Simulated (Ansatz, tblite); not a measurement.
# The cluster Mg₅O₄+: one state, many levels

One table from this session's results is given with a row withheld; the runs are named, their logs left out.

Method: as each input shows; program: Ansatz 0.2.0, Gaussian basis.

The runs, in order: GFN1-xTB, GFN2-xTB, PBE-D4/def2-TZVP, r2SCAN-D4/def2-TZVP, LDA/def2-TZVP, B2PLYP/def2-TZVP, BLYP-D4/def2-TZVP, PBE-D4/def2-SVP, PBE0-D4/def2-SVP, HF/STO-3G, MP2/def2-TZVP, RPA/def2-TZVP.

3 further runs of the same task are left out: 3 set aside as unsound or not needed. Runs told in other sessions of the task aren't counted.

### The structure

The geometry is that of the doublet, from an earlier relaxation (r2SCAN-D4/def2-SVP). At that level it is the lowest of the isomers that a small search found.

9 atoms, charge 1, spin multiplicity 2.

Bond lengths: Mg1–O6 2.013 Å, Mg1–O7 2.019 Å, Mg1–O9 1.913 Å, Mg2–O7 1.914 Å, Mg2–O8 2.013 Å, Mg2–O9 2.019 Å, Mg3–O6 1.899 Å, Mg3–O8 1.899 Å, Mg4–O6 1.936 Å, Mg4–O7 1.875 Å, Mg5–O8 1.936 Å, Mg5–O9 1.875 Å. Angles: O6–Mg1–O7 84.8°, O6–Mg1–O9 120.1°, O7–Mg1–O9 93.9°, O7–Mg2–O8 120.0°, O7–Mg2–O9 93.9°, O8–Mg2–O9 84.8°, O6–Mg3–O8 116.4°, O6–Mg4–O7 91.1°, O8–Mg5–O9 91.0°, Mg1–O6–Mg3 105.9°, Mg1–O6–Mg4 87.4°, Mg3–O6–Mg4 105.0°, Mg1–O7–Mg2 82.4°, Mg1–O7–Mg4 89.0°, Mg2–O7–Mg4 119.0°, Mg2–O8–Mg3 106.0°, Mg2–O8–Mg5 87.5°, Mg3–O8–Mg5 104.9° and more.

The ion is computed in the gas phase, without counter-ions or solvent.

PBE0-D4/def2-TZVP was run before; its log isn't repeated, and its numbers join the tables.

Set-up of the first run:

Tight binding, by tblite at 300 K electronic temperature and without a spin-polarisation term:

```python
tblite.interface.Calculator('GFN1-xTB', numbers, positions, charge=1, uhf=1).singlepoint()
```

Tight binding, by tblite at 300 K electronic temperature and without a spin-polarisation term:

```python
tblite.interface.Calculator('GFN2-xTB', numbers, positions, charge=1, uhf=1).singlepoint()
```

start.molden holds the orbitals of an earlier run on this state, given as this run's starting guess.

Contents of in.yaml:

```yaml
crystal:
  periodic: [false, false, false]
  atoms:
    - {symbol: Mg, position_ang: [-0.300981, -1.501675, -0.349428]}
    - {symbol: Mg, position_ang: [-0.971847, 0.965139, -0.771093]}
    - {symbol: Mg, position_ang: [1.396606, 0.588923, 1.231419]}
    - {symbol: Mg, position_ang: [1.867082, -0.414221, -1.602698]}
    - {symbol: Mg, position_ang: [-1.578728, 0.535811, 1.856300]}
    - {symbol: O, position_ang: [1.567032, -1.006776, 0.215801]}
    - {symbol: O, position_ang: [0.022845, -0.231755, -1.884788]}
    - {symbol: O, position_ang: [-0.203004, 1.582261, 0.983656]}
    - {symbol: O, position_ang: [-1.798985, -0.517697, 0.320831]}
basis:
  gaussian: {orbitals: def2-TZVP, initial_orbitals: start.molden}
total_charge: 1
magnetization: {spin_polarized: true, initial_magnetization: 1}
hamiltonian: {xc: pbe, dispersion: d4}
scf: {omitted_lower_state_checks: [starts]}
output: {forces: true, orbitals: {seedname: orbitals}}
```

Started as:

```sh
$ ansatz run in.yaml --threads 4 --pin off --events-out ev --progress --plain --max-ram 4787MiB
```

Steps of the session up to this table: PBE-D4/def2-TZVP; r2SCAN-D4/def2-TZVP; LDA/def2-TZVP; B2PLYP/def2-TZVP; BLYP-D4/def2-TZVP; PBE-D4/def2-SVP; PBE0-D4/def2-SVP; HF/STO-3G; MP2/def2-TZVP; RPA/def2-TZVP.

One of the session's tables, all rows but one given; the rest of the session is left out.

It belongs to the step «Levels side by side». 

| level | HOMO (eV) | gap (eV) |
| --- | --- | --- |
| HF/STO-3G | -2.47 | 5.21 |
| LDA/def2-TZVP | -7.77 | 0.43 |
| PBE-D4/def2-SVP | -7.67 | 0.51 |
| PBE-D4/def2-TZVP | -7.62 | 0.51 |
| BLYP-D4/def2-TZVP | -7.51 | 0.38 |
| r2SCAN-D4/def2-TZVP | -7.59 | 0.73 |
| PBE0-D4/def2-SVP | -7.96 | 1.49 |
| PBE0-D4/def2-TZVP | ? | ? |

Q: Estimate the row for PBE0-D4/def2-TZVP from the others.

As computed: HOMO (eV): -7.91; gap (eV): 1.52. In the column «HOMO (eV)» it lies between PBE0-D4/def2-SVP (-7.96) and LDA/def2-TZVP (-7.77).
